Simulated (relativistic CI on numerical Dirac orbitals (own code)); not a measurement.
# Yb³³⁺: E1 transition arrays

Where do the unresolved transition arrays of Yb³³⁺ lie, how wide and how strong are they, and what do scaling and mixing change?

Program: relativistic CI on numerical Dirac orbitals (own code) version 3. Level of theory: Dirac-Coulomb-Breit CI, KLI orbitals optimised for each configuration, model QED (radiative potential, 1s self-energy scaled to tabulated hydrogen-like ionisation energies), valence Slater integrals scaled by 0.9, whole transition arrays. These are calculated values, not measurements, unless marked.

## Step 1: The atom as given

```
ion            : Yb³³⁺ (Yb XXXIV)
nuclear charge : 70
electrons      : 37
isotope        : A = 174
configurations : [Kr] 4d; [Kr] 4f; [Ar] 3d10 4s2 4p5 4d2; [Kr] 5p; [Kr] 5f
```

The outer shells:

[Kr] 4d1
```
[Kr] core
4d [↑ ][  ][  ][  ][  ]
```

## Step 2: Main run

Settings, as recorded:

```ini
atom Yb  Z=70  charge=33  electrons=37
nucleus A=174  rms_radius_fm=5.3108
hamiltonian dirac-coulomb  breit=on  qed=on  c_scale=1
orbitals kli  potential=per-configuration
slater_scale 0.9
correlation none
mixing on
configurations
  [Kr] 4d
  [Kr] 4f
  [Ar] 3d10 4s2 4p5 4d2
  [Kr] 5p
  [Kr] 5f
end
arrays E1 from the first configuration
```

Main fields of the result record, rounded:

```text
{
  "status": "converged",
  "arrays [upper, lines, gf_sum, mean_eV, sigma_eV, strongest_nm]": [
    ["4p6 4f", 3, 4.886, 185.661, 6.357, 6.876],
    ["4p5 4d2", 60, 37.52, 214.643, 23.21, 5.421],
    ["4p6 5p", 3, 0.9687, 462.543, 7.987, 2.652],
    ["4p6 5f", 3, 3.59, 619.835, 6.134, 2.016]
  ],
  "bins [nm, gf per state]": [
    [1.9, 0.1374],
    [2.1, 0.2216],
    [2.3, 0],
    [2.5, 0.004983],
    [2.7, 0.09189],
    [2.9, 0],
    [3.1, 0],
    [3.3, 0],
    [3.5, 0],
    [3.7, 0],
    [3.9, 0],
    [4.1, 0],
    [4.3, 0],
    [4.5, 0],
    [4.7, 0],
    [4.9, 0],
    [5.1, 0.003795],
    [5.3, 0.5136],
    [5.5, 1.897],
    [5.7, 0.4808],
    [5.9, 0.01737],
    [6.1, 0.0005789],
    [6.3, 0],
    [6.5, 0.2606],
    [6.7, 0],
    [6.9, 0.377],
    [7.1, 0.4173],
    [7.3, 0.1331]
  ],
  "bin_width [nm]": 0.2,
  "all_arrays": [69, 46.9651, 247.714, 115.108, 5.42081],
  "strongest [nm, gf, J2_lower, J2_upper, upper]": [
    [5.4208, 7.235, 5, 7, "4p5 4d2"],
    [5.4503, 6.503, 5, 5, "4p5 4d2"],
    [5.3275, 5.023, 3, 3, "4p5 4d2"],
    [5.7911, 4.285, 3, 5, "4p5 4d2"],
    [5.4135, 3.634, 5, 3, "4p5 4d2"],
    [6.8761, 2.605, 5, 7, "4p6 4f"],
    [7.1107, 2.544, 5, 5, "4p5 4d2"],
    [2.0157, 2.107, 5, 7, "4p6 5f"],
    [6.4216, 2.068, 3, 5, "4p6 4f"],
    [7.1155, 1.628, 5, 3, "4p5 4d2"],
    [5.4741, 1.493, 3, 1, "4p5 4d2"],
    [1.9755, 1.374, 3, 5, "4p6 5f"]
  ],
  "configurations [conf, odd, states]": [
    ["4p6 4d", 0, 10],
    ["4p6 4f", 1, 14],
    ["4p5 4d2", 1, 270],
    ["4p6 5p", 1, 6],
    ["4p6 5f", 1, 14]
  ]
}
```

It took 0.16 s on 1 thread, shared host.

## Step 3: Without configuration mixing

Settings: those of step 2 with these lines changed.

```diff
@@ -6,3 +6,3 @@
 correlation none
-mixing on
+mixing off
 configurations
```

Main fields:

```text
{
  "status": "converged",
  "arrays [upper, lines, gf_sum, mean_eV, sigma_eV, strongest_nm]": [
    ["4p6 4f", 3, 4.498, 182.498, 5.433, 6.961],
    ["4p5 4d2", 60, 36.64, 208.487, 26.24, 5.453],
    ["4p6 5p", 3, 1.046, 462.706, 7.985, 2.652],
    ["4p6 5f", 3, 3.529, 619.849, 6.138, 2.016]
  ],
  "bins [nm, gf per state]": [
    [1.9, 0.1355],
    [2.1, 0.2174],
    [2.3, 0],
    [2.5, 0.005616],
    [2.7, 0.09899],
    [2.9, 0],
    [3.1, 0],
    [3.3, 0],
    [3.5, 0],
    [3.7, 0],
    [3.9, 0],
    [4.1, 0],
    [4.3, 0],
    [4.5, 0],
    [4.7, 0],
    [4.9, 0],
    [5.1, 0.006242],
    [5.3, 0.5134],
    [5.5, 1.64],
    [5.7, 0.05994],
    [5.9, 0.2107],
    [6.1, 0.0006819],
    [6.3, 0.000391],
    [6.5, 0.2207],
    [6.7, 0],
    [6.9, 0.3471],
    [7.1, 0.7518],
    [7.3, 0.1326],
    "... 1 more rows left out ..."
  ],
  "bin_width [nm]": 0.2,
  "all_arrays": [69, 45.7093, 243.51, 118.082, 5.45265],
  "strongest [nm, gf, J2_lower, J2_upper, upper]": [
    [5.4526, 6.413, 5, 5, "4p5 4d2"],
    [5.3274, 5.02, 3, 3, "4p5 4d2"],
    [5.4974, 4.79, 5, 7, "4p5 4d2"],
    [5.4131, 3.619, 5, 3, "4p5 4d2"],
    [7.122, 3.123, 3, 5, "4p5 4d2"],
    [7.1096, 2.652, 5, 5, "4p5 4d2"],
    [6.9609, 2.521, 5, 7, "4p6 4f"],
    [2.0157, 2.067, 5, 7, "4p6 5f"],
    [5.8933, 1.944, 3, 5, "4p5 4d2"],
    [6.5615, 1.854, 3, 5, "4p6 4f"],
    [7.4126, 1.737, 5, 7, "4p5 4d2"],
    [7.1151, 1.621, 5, 3, "4p5 4d2"]
  ],
  "configurations [conf, odd, states]": [
    ["4p6 4d", 0, 10],
    ["4p6 4f", 1, 14],
    ["4p5 4d2", 1, 270],
    ["4p6 5p", 1, 6],
    ["4p6 5f", 1, 14]
  ]
}
```

It took 0.16 s on 1 thread, shared host.

## Step 4: Slater integrals scaled by 1

Settings: those of step 3 with these lines changed.

```diff
@@ -4,5 +4,5 @@
 orbitals kli  potential=per-configuration
-slater_scale 0.9
+slater_scale 1
 correlation none
-mixing off
+mixing on
 configurations
```

Main fields:

```text
{
  "status": "converged",
  "arrays [upper, lines, gf_sum, mean_eV, sigma_eV, strongest_nm]": [
    ["4p6 4f", 3, 4.433, 185.692, 6.207, 6.861],
    ["4p5 4d2", 60, 38.7, 218.18, 22.68, 5.366],
    ["4p6 5p", 3, 0.9592, 462.525, 7.988, 2.652],
    ["4p6 5f", 3, 3.599, 619.835, 6.134, 2.016]
  ],
  "bins [nm, gf per state]": [
    [1.9, 0.1377],
    [2.1, 0.2222],
    [2.3, 0],
    [2.5, 0.004906],
    [2.7, 0.09102],
    [2.9, 0],
    [3.1, 0],
    [3.3, 0],
    [3.5, 0],
    [3.7, 0],
    [3.9, 0],
    [4.1, 0],
    [4.3, 0],
    [4.5, 0],
    [4.7, 0],
    [4.9, 0.004403],
    [5.1, 0.0008025],
    [5.3, 2.392],
    [5.5, 0.1694],
    [5.7, 0.5335],
    [5.9, 0.002423],
    [6.1, 0.01588],
    [6.3, 0],
    [6.5, 0.2246],
    [6.7, 0.0002527],
    [6.9, 0.3569],
    [7.1, 0.3821],
    [7.3, 0.1187]
  ],
  "bin_width [nm]": 0.2,
  "all_arrays": [69, 47.6902, 250.383, 113.404, 5.3661],
  "strongest [nm, gf, J2_lower, J2_upper, upper]": [
    [5.3661, 7.729, 5, 7, "4p5 4d2"],
    [5.3901, 6.951, 5, 5, "4p5 4d2"],
    [5.7544, 4.826, 3, 5, "4p5 4d2"],
    [5.2662, 4.573, 3, 3, "4p5 4d2"],
    [5.3564, 3.864, 5, 3, "4p5 4d2"],
    [6.8609, 2.48, 5, 7, "4p6 4f"],
    [7.0678, 2.313, 5, 5, "4p5 4d2"],
    [2.0157, 2.112, 5, 7, "4p6 5f"],
    [6.4151, 1.778, 3, 5, "4p6 4f"],
    [5.4263, 1.592, 3, 1, "4p5 4d2"],
    [7.064, 1.508, 5, 3, "4p5 4d2"],
    [1.9755, 1.377, 3, 5, "4p6 5f"]
  ],
  "configurations [conf, odd, states]": [
    ["4p6 4d", 0, 10],
    ["4p6 4f", 1, 14],
    ["4p5 4d2", 1, 270],
    ["4p6 5p", 1, 6],
    ["4p6 5f", 1, 14]
  ]
}
```

Wall time 0.16 s (1 thread, shared host).

## Step 5: Slater integrals scaled by 0.8

Settings: those of step 4 with these lines changed.

```diff
@@ -4,3 +4,3 @@
 orbitals kli  potential=per-configuration
-slater_scale 1
+slater_scale 0.8
 correlation none
```

Main fields:

```text
{
  "status": "converged",
  "arrays [upper, lines, gf_sum, mean_eV, sigma_eV, strongest_nm]": [
    ["4p6 4f", 3, 5.313, 185.501, 6.409, 6.891],
    ["4p5 4d2", 60, 36.37, 211.022, 23.78, 5.473],
    ["4p6 5p", 3, 0.978, 462.562, 7.986, 2.652],
    ["4p6 5f", 3, 3.582, 619.836, 6.134, 2.016]
  ],
  "bins [nm, gf per state]": [
    [1.9, 0.1371],
    [2.1, 0.2211],
    [2.3, 0],
    [2.5, 0.005059],
    [2.7, 0.09274],
    [2.9, 0],
    [3.1, 0],
    [3.3, 0],
    [3.5, 0],
    [3.7, 0],
    [3.9, 0],
    [4.1, 0],
    [4.3, 0],
    [4.5, 0],
    [4.7, 0],
    [4.9, 0],
    [5.1, 0.00264],
    [5.3, 0.4865],
    [5.5, 1.76],
    [5.7, 0.06872],
    [5.9, 0.3823],
    [6.1, 0.000543],
    [6.3, 0.0002174],
    [6.5, 0.234],
    [6.7, 0.05895],
    [6.9, 0.2974],
    [7.1, 0.5488],
    [7.3, 0.1519],
    "... 1 more rows left out ..."
  ],
  "bin_width [nm]": 0.2,
  "all_arrays": [69, 46.24, 245.075, 116.843, 5.47348],
  "strongest [nm, gf, J2_lower, J2_upper, upper]": [
    [5.4735, 6.605, 5, 7, "4p5 4d2"],
    [5.5085, 5.966, 5, 5, "4p5 4d2"],
    [5.3914, 4.829, 3, 3, "4p5 4d2"],
    [5.8209, 3.655, 3, 5, "4p5 4d2"],
    [5.4688, 3.347, 5, 3, "4p5 4d2"],
    [7.1607, 2.786, 5, 5, "4p5 4d2"],
    [6.891, 2.717, 5, 7, "4p6 4f"],
    [6.4334, 2.34, 3, 5, "4p6 4f"],
    [2.0157, 2.102, 5, 7, "4p6 5f"],
    [7.1711, 1.753, 5, 3, "4p5 4d2"],
    [5.5206, 1.39, 3, 1, "4p5 4d2"],
    [1.9755, 1.371, 3, 5, "4p6 5f"]
  ],
  "configurations [conf, odd, states]": [
    ["4p6 4d", 0, 10],
    ["4p6 4f", 1, 14],
    ["4p5 4d2", 1, 270],
    ["4p6 5p", 1, 6],
    ["4p6 5f", 1, 14]
  ]
}
```

It took 0.16 s on 1 thread, shared host.

## Step 6: The runs side by side

The array to 4p5 4d2, the strongest of the main run, in each run:

| run | time | mean (eV) | width (eV) | gf sum | strongest line (nm) | strongest array of the run |
| --- | --- | --- | --- | --- | --- | --- |
| main run | 0.16 s | 214.64 | 23.21 | 37.52 | 5.421 | 4p5 4d2 |
| without configuration mixing | 0.16 s | 208.49 | 26.24 | 36.64 | 5.453 | 4p5 4d2 |
| Slater integrals scaled by 1 | 0.16 s | 218.18 | 22.68 | 38.70 | 5.366 | 4p5 4d2 |
| Slater integrals scaled by 0.8 | 0.16 s | 211.02 | 23.78 | 36.37 | 5.473 | 4p5 4d2 |

## Step 7: Summary of results

| quantity | value |
| --- | --- |
| strongest array, main run | to 4p5 4d2, 60 lines |
| its mean and width | 214.6 ± 23.2 eV (5.78 nm) |
| its share of all gf | 80 % |
| lines in all | 69 |

What this shows: The array to 4p5 4d2 carries 80 % of the oscillator strength, around 5.78 nm. Configuration mixing moves its mean by +6.16 eV and changes its gf sum by +2 %. All levels of the first configuration count with their statistical weight; no plasma population is modelled.
